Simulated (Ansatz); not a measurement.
# CH4O3Si: the cost of one run

Computed with Ansatz 0.2.0, Gaussian basis. Level: the settings change from run to run.

**1. The geometry**

The structure was relaxed beforehand with PBE0-D4 in a triple-zeta def2 set.

SMILES `O[Si]1(O)CO1`, 9 atoms, charge 0, spin multiplicity 1.

Atoms are counted from 1 here; the program's logs count them from 0.

Bond lengths: O1–Si2 1.619 Å, O1–H6 0.958 Å, Si2–O3 1.619 Å, Si2–C4 1.792 Å, Si2–O5 1.634 Å, O3–H7 0.958 Å, C4–O5 1.522 Å, C4–H8 1.089 Å, C4–H9 1.089 Å. Angles: Si2–O1–H6 116.7°, O1–Si2–O3 103.9°, O1–Si2–C4 125.9°, O1–Si2–O5 120.5°, O3–Si2–C4 125.8°, O3–Si2–O5 120.6°, C4–Si2–O5 52.5°, Si2–O3–H7 116.8°, Si2–C4–O5 58.4°, Si2–C4–H8 123.5°, Si2–C4–H9 123.5°, O5–C4–H8 111.6°, O5–C4–H9 111.6°, H8–C4–H9 112.0°, Si2–O5–C4 69.1°.

**2. PBE-QIDH/pcseg-2**

Set apart from the defaults: the search for lower states set to full.

Contents of in.yaml:

```yaml
crystal:
  periodic: [false, false, false]
  atoms:
    - {symbol: O, position_ang: [-0.867042, 0.308479, -1.725141]}
    - {symbol: Si, position_ang: [0.136662, 0.113299, -0.469694]}
    - {symbol: O, position_ang: [1.586385, -0.095020, -1.160015]}
    - {symbol: C, position_ang: [-0.329740, -0.425391, 1.175030]}
    - {symbol: O, position_ang: [-0.022295, 1.034071, 0.870333]}
    - {symbol: H, position_ang: [-1.770707, 0.553720, -1.520769]}
    - {symbol: H, position_ang: [2.342400, -0.135257, -0.572369]}
    - {symbol: H, position_ang: [0.375102, -0.841317, 1.892808]}
    - {symbol: H, position_ang: [-1.362264, -0.558887, 1.492816]}
basis:
  gaussian: {orbitals: pcseg-2}
hamiltonian: {xc: {name: PBE-QIDH}}
scf: {lower_state_search: full}
```

Run with:

```
$ ansatz run in.yaml --threads 2 --pin off --events-out ev --progress --plain --max-ram 4352MiB
```

Q: Estimate wall time and peak memory on 2 threads of Arm Neoverse V1, shared host.

About 7.5 s, with a peak of 0.46 GiB.
